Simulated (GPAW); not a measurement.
Zn4TeO3, 8 atoms in the cell. It takes space group Amm2 (No. 38, orthorhombic). Conventional cell: a = 3.371 Å, b = 7.289 Å, c = 10.359 Å, α = 90.00°, β = 90.00°, γ = 90.00°. Te (site symmetry mm2) is surrounded by 4 Zn at 2.55 to 2.58 Å. Around Zn (site symmetry mm2) lie 2 O at 1.97 Å. Zn (site symmetry m) is surrounded by 3 O at 2.06 to 2.09 Å. Zn (site symmetry mm2) has 4 O at 2.10 to 2.25 Å as nearest neighbours. O (site symmetry mm2) has 4 Zn at 2.09 to 2.10 Å as nearest neighbours. Around O (site symmetry m) lie 4 Zn at 1.97 to 2.25 Å. The cell comes from a database or a generator and needn't be the stable form of this composition.

| Item | Value |
| --- | --- |
| Program | GPAW 26.7.0 |
| Task | band structure |
| Functional | LDA |
| Potentials or basis | the program's PAW data sets (release 1.2.1) made for this functional |
| Cutoff | 800 eV |
| Basis | pw |
| k mesh | 5 × 3 × 3 |
| Occupations | fermi-dirac, width 0.05 eV |
| Spin | no spin polarisation |
| Maxiter | 150 |
| Band path | GXSRAZGYX1A1TY,ZT |
| Band points | 100 |

Potentials or basis: the program's PAW data sets (release 1.2.1) made for this functional, pw.

Launch:

```bash
$ OMP_NUM_THREADS=1 python run.py
```

Hardware: 1 thread of AMD EPYC 9R45 96-Core Processor (Zen 5) (shared host).

Task: How long does it take, and how much memory?

Result: Wall time 6.2 min on 1 thread of AMD EPYC 9R45 96-Core Processor (Zen 5) (shared host), peak memory 1.5 GiB. Counts: scf iterations 20, plane waves 6569, bands 57, k points 12.
